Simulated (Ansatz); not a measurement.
# C2H6AsNSi: basis-set convergence

An exercise on one series of results from a longer session: the logs are not shown, and one member is left open.

The runs use Ansatz 0.2.0, Gaussian basis; one geometry, several basis sets.

Levels to be run: PBE0-D4/def2-SVP; ωB97M-V/def2-SVP; PBE0-D4/def2-QZVPP; ωB97M-V/def2-QZVPP; the functionals' def2-TZVPP values are taken from earlier runs.

### Structure used throughout

An earlier PBE0-D4 in a triple-zeta def2 set relaxation fixed the geometry.

SMILES `C#CN[AsH][SiH3]`, 11 atoms, charge 0, spin multiplicity 1.

Atoms are counted from 1 here; the program's logs count them from 0.

Bond lengths: C1–C2 1.204 Å, C1–H6 1.062 Å, C2–N3 1.335 Å, N3–As4 1.882 Å, N3–H7 1.010 Å, As4–Si5 2.382 Å, As4–H8 1.526 Å, Si5–H9 1.489 Å, Si5–H10 1.484 Å, Si5–H11 1.487 Å. Angles: C2–C1–H6 178.9°, C1–C2–N3 177.8°, C2–N3–As4 118.2°, C2–N3–H7 115.0°, As4–N3–H7 117.4°, N3–As4–Si5 97.6°, N3–As4–H8 94.4°, Si5–As4–H8 92.0°, As4–Si5–H9 110.2°, As4–Si5–H10 108.8°, As4–Si5–H11 109.4°, H9–Si5–H10 109.2°, H9–Si5–H11 109.6°, H10–Si5–H11 109.7°.

The first run:

in.yaml reads:

```yaml
crystal:
  periodic: [false, false, false]
  atoms:
    - {symbol: C, position_ang: [1.861513, 2.397185, 0.186607]}
    - {symbol: C, position_ang: [1.451196, 1.301024, 0.468353]}
    - {symbol: N, position_ang: [1.033149, 0.064978, 0.752488]}
    - {symbol: As, position_ang: [0.670752, -1.101848, -0.679451]}
    - {symbol: Si, position_ang: [-1.705641, -0.955159, -0.613521]}
    - {symbol: H, position_ang: [2.235386, 3.364343, -0.045051]}
    - {symbol: H, position_ang: [0.448282, -0.009136, 1.572505]}
    - {symbol: H, position_ang: [0.670217, -2.356626, 0.188879]}
    - {symbol: H, position_ang: [-2.181998, -0.958538, 0.796705]}
    - {symbol: H, position_ang: [-2.125420, 0.309769, -1.266885]}
    - {symbol: H, position_ang: [-2.292137, -2.112991, -1.340030]}
basis:
  gaussian: {orbitals: def2-SVP}
hamiltonian: {xc: pbe0, dispersion: d4}
output: {orbitals: {seedname: orbitals}}
```

Started as:

```
$ ansatz run in.yaml --threads 4 --pin off --events-out ev --progress --plain --max-ram 10444MiB
```

Steps of the session up to this table: PBE0-D4 in def2-SVP; ωB97M-V in def2-SVP; PBE0-D4 in def2-QZVPP; ωB97M-V in def2-QZVPP.

One table of the session follows, with a row left open; its other results are not shown here.

It belongs to the step «Density functionals: the series». 

| functional | basis | HOMO (eV) |
| --- | --- | --- |
| PBE0-D4 | def2-SVP | -6.21 |
| PBE0-D4 | def2-TZVPP | -6.33 |
| PBE0-D4 | def2-QZVPP | -6.35 |
| ωB97M-V | def2-SVP | ? |
| ωB97M-V | def2-TZVPP | -8.45 |
| ωB97M-V | def2-QZVPP | -8.47 |

Q: Estimate the row for ωB97M-V, def2-SVP from the others.

**Answer.** HOMO (eV): -8.32. In the column «HOMO (eV)» it lies between ωB97M-V, def2-TZVPP (-8.45) and PBE0-D4, def2-QZVPP (-6.35).
